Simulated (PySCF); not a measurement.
# C7H8BN: magnetic properties

Aim: compute the magnetic properties of C7H8BN (`Bc1ccn(C)c1C#C`).

Computed with PySCF 2.14.0 and routines of our own; the level stands in each step. Atoms count from 0.

### Step 1. The system as given

17 atoms, charge 0, multiplicity 1; geometry from: GFN2-xTB.

### Step 2. Magnetic properties: GIAO B3LYP/pcSseg-1

Job settings and geometry (Å):

```
{"job": {"kind": "mag", "xc": "B3LYP", "basis": "pcSseg-1", "isotopologues": 0}, "charge": 0, "multiplicity": 1}
B      2.669586     0.596995     0.350381
C      1.340864    -0.142799     0.349457
C      1.067140    -1.465759     0.799493
C     -0.259915    -1.719188     0.613078
N     -0.845184    -0.616486     0.065806
C     -2.225289    -0.490100    -0.304886
C      0.103251     0.341390    -0.103039
C     -0.203480     1.592711    -0.652705
C     -0.490077     2.659881    -1.126960
H      2.728792     1.692020    -0.061770
H      3.630838     0.070285     0.763163
H      1.789105    -2.140752     1.215577
H     -0.839609    -2.596689     0.829204
H     -2.342151    -0.547994    -1.390900
H     -2.616387     0.472725     0.028819
H     -2.801073    -1.291892     0.155059
H     -0.713409     3.597682    -1.539686
```

Level: GIAO B3LYP/pcSseg-1 magnetisability, rotational g tensor and spin-rotation constants, non-relativistic, gas phase.

The run is started by

```console
OMP_NUM_THREADS=1 python excited_run.py task.json out
```

This one command runs all jobs of the session in turn.

Log:

```text
coarse grid: 14712 points
cycle   1  E = -350.8926454772  dE =  1.521e+00  |g| = 5.412e-01  |ddm| = 4.058e+00
cycle   2  E = -350.7896849517  dE =  1.030e-01  |g| = 8.463e-01  |ddm| = 1.525e+00
cycle   3  E = -350.9666901102  dE = -1.770e-01  |g| = 1.894e-01  |ddm| = 9.913e-01
cycle   4  E = -350.9750984238  dE = -8.408e-03  |g| = 4.676e-02  |ddm| = 2.099e-01
cycle   5  E = -350.9753558498  dE = -2.574e-04  |g| = 3.450e-02  |ddm| = 6.417e-02
cycle   6  E = -350.9756451328  dE = -2.893e-04  |g| = 7.749e-03  |ddm| = 3.017e-02
cycle   7  E = -350.9756593635  dE = -1.423e-05  |g| = 2.318e-03  |ddm| = 7.668e-03
cycle   8  E = -350.9756605430  dE = -1.180e-06  |g| = 6.656e-04  |ddm| = 2.572e-03
final grid: 143632 points
cycle   9  E = -351.0461208095  dE = -4.197e-05  |g| = 5.864e-03  |ddm| = 4.818e-02
cycle  10  E = -351.0461148499  dE =  5.960e-06  |g| = 7.574e-03  |ddm| = 1.392e-02
cycle  11  E = -351.0461289510  dE = -1.410e-05  |g| = 2.315e-03  |ddm| = 8.635e-03
cycle  12  E = -351.0461302151  dE = -1.264e-06  |g| = 4.123e-04  |ddm| = 1.980e-03
cycle  13  E = -351.0461302495  dE = -3.439e-08  |g| = 1.873e-04  |ddm| = 4.247e-04
cycle  14  E = -351.0461302567  dE = -7.190e-09  |g| = 6.266e-05  |ddm| = 1.612e-04
cycle  15  E = -351.0461302576  dE = -8.413e-10  |g| = 1.973e-05  |ddm| = 6.361e-05
converged SCF energy = -351.0461302576

Magnetisability tensor (1e-30 J/T^2)
    -1026.69       87.32      133.67
       87.32    -1088.28     -270.72
      133.67     -270.72    -1708.81
isotropic -1274.59   principal values   -1840.21  -1026.36   -957.20
isotropic susceptibility -76.758 1e-6 cm^3/mol

Inertial axes            a          b          c
rot. const./GHz      2.1351     1.9389     1.0226
chi total           -61.469    -57.991   -110.814
chi diamagnetic    -682.476   -722.139  -1291.082
chi paramagnetic    621.007    664.148   1180.269
quadrupole/D A        6.150      0.221     -6.372
g nuclear            0.5879     0.5732     0.5775
g electronic        -0.6229    -0.6050    -0.5670
g total             -0.0350    -0.0318     0.0105

Spin-rotation constants (kHz, H = +C I.J)
atom  isotope        aa         bb         cc
  0    11B        0.887      0.850      0.141
  4    14N        0.309      0.263      0.061
  9     1H        0.066     -0.012     -0.099
 10     1H        0.138     -0.085     -0.101
 11     1H        0.222     -0.185     -0.115
 12     1H       -0.137      0.120     -0.116
 13     1H       -0.163     -0.198      0.017
 14     1H       -0.041     -0.191     -0.040
 15     1H       -0.176      0.027     -0.104
 16     1H        0.054     -0.190     -0.118
  1    13C*       1.017      0.848      0.130
  2    13C*       0.967      0.665      0.155
  3    13C*       0.842      0.696      0.201
  5    13C*       0.349      0.333      0.194
  6    13C*       0.876      0.731      0.195
  7    13C*       0.057      0.662      0.372
  8    13C*       0.312      0.559      0.358
* in the singly substituted isotopologue
```

It took 33 s on 1 thread of Arm Neoverse V1, shared host; peak memory 0.93 GiB.

In short:

```tsv
quantity	value
magnetisability	-1275·10⁻³⁰ J/T²
molar susceptibility	-76.8·10⁻⁶ cm³/mol
rotational g (a, b, c)	-0.0350, -0.0318, 0.0105
```

### Step 3. Magnetic properties: common gauge origin PBE0/6-31G*

The job, as its differences from that of step 2:

```diff
@@ -1,2 +1,2 @@
-{"job": {"kind": "mag", "xc": "B3LYP", "basis": "pcSseg-1", "isotopologues": 0}, "charge": 0, "multiplicity": 1}
+{"job": {"kind": "mag", "xc": "PBE0", "basis": "6-31G*", "gauge": [0, 0, 0]}, "charge": 0, "multiplicity": 1}
 B      2.669586     0.596995     0.350381
```

Method: common gauge origin PBE0/6-31G* magnetisability, rotational g tensor and spin-rotation constants, non-relativistic, gas phase.

Log:

```text
coarse grid: 14712 points
cycle   1  E = -350.6379972604  dE =  1.616e+00  |g| = 5.103e-01  |ddm| = 4.862e+00
cycle   2  E = -350.5609448422  dE =  7.705e-02  |g| = 7.640e-01  |ddm| = 1.610e+00
cycle   3  E = -350.7070912537  dE = -1.461e-01  |g| = 1.555e-01  |ddm| = 1.099e+00
cycle   4  E = -350.7129551590  dE = -5.864e-03  |g| = 4.028e-02  |ddm| = 1.981e-01
cycle   5  E = -350.7131264185  dE = -1.713e-04  |g| = 3.132e-02  |ddm| = 5.968e-02
cycle   6  E = -350.7133745416  dE = -2.481e-04  |g| = 5.442e-03  |ddm| = 3.335e-02
cycle   7  E = -350.7133817199  dE = -7.178e-06  |g| = 1.564e-03  |ddm| = 6.853e-03
final grid: 143632 points
cycle   8  E = -350.6378268656  dE = -3.512e-05  |g| = 8.108e-03  |ddm| = 3.380e-02
cycle   9  E = -350.6378183674  dE =  8.498e-06  |g| = 1.017e-02  |ddm| = 2.065e-02
cycle  10  E = -350.6378440156  dE = -2.565e-05  |g| = 2.117e-03  |ddm| = 1.210e-02
cycle  11  E = -350.6378451093  dE = -1.094e-06  |g| = 5.081e-04  |ddm| = 2.532e-03
cycle  12  E = -350.6378451662  dE = -5.691e-08  |g| = 1.783e-04  |ddm| = 6.243e-04
cycle  13  E = -350.6378451732  dE = -6.935e-09  |g| = 6.716e-05  |ddm| = 2.266e-04
cycle  14  E = -350.6378451742  dE = -1.053e-09  |g| = 2.199e-05  |ddm| = 8.272e-05
cycle  15  E = -350.6378451743  dE = -1.205e-10  |g| = 6.963e-06  |ddm| = 3.370e-05
converged SCF energy = -350.6378451743

Magnetisability tensor (1e-30 J/T^2)
    -5879.98       -8.92      578.55
       -8.92    -5766.00    -1045.53
      578.55    -1045.53    -7990.14
isotropic -6545.37   principal values   -8513.60  -5863.35  -5259.18
isotropic susceptibility -394.172 1e-6 cm^3/mol

Inertial axes            a          b          c
rot. const./GHz      2.1351     1.9389     1.0226
chi total          -317.682   -352.136   -512.696
chi diamagnetic    -679.506   -718.538  -1287.691
chi paramagnetic    361.824    366.402    774.995
quadrupole/D A        6.746     -0.255     -6.491
g nuclear            0.5879     0.5732     0.5775
g electronic        -0.3629    -0.3337    -0.3723
g total              0.2250     0.2395     0.2052

Spin-rotation constants (kHz, H = +C I.J)
atom  isotope        aa         bb         cc
  0    11B        0.756      0.658      0.082
  4    14N        0.226      0.164      0.003
  9     1H        0.688     -0.507     -0.083
 10     1H        0.536      0.289      0.189
 11     1H       -0.119      0.884      0.184
 12     1H        0.445      0.253      0.148
 13     1H       -0.086     -0.164      0.051
 14     1H       -0.304     -0.043     -0.080
 15     1H        0.815     -0.312      0.195
 16     1H        0.169      1.162      0.671
  1    13C*       0.643      0.574     -0.020
  2    13C*       0.652      0.542      0.047
  3    13C*       0.627      0.560      0.103
  5    13C*       0.255      0.176      0.135
  6    13C*       0.552      0.388     -0.026
  7    13C*      -0.067      0.295      0.144
  8    13C*       0.232      0.531      0.312
* in the singly substituted isotopologue
```

Run time: 11 s. Hardware: 1 thread of Arm Neoverse V1, shared host; peak memory 0.73 GiB.

A normal end doesn't make this result sound: a common gauge origin replaces GIAOs, so the magnetic properties depend on where the origin lies.

### Step 4. What came out

```
                                            quantity                               value
       magnetisability (step 2, GIAO B3LYP/pcSseg-1)                    -1275·10⁻³⁰ J/T²
  molar susceptibility (step 2, GIAO B3LYP/pcSseg-1)                  -76.8·10⁻⁶ cm³/mol
rotational g (a, b, c) (step 2, GIAO B3LYP/pcSseg-1)            -0.0350, -0.0318, 0.0105
                                                runs  0 failed, 1 ended on unsound input
```

The values above hold for this geometry and these levels alone. Vibrational averaging and real surroundings are missing from these values.
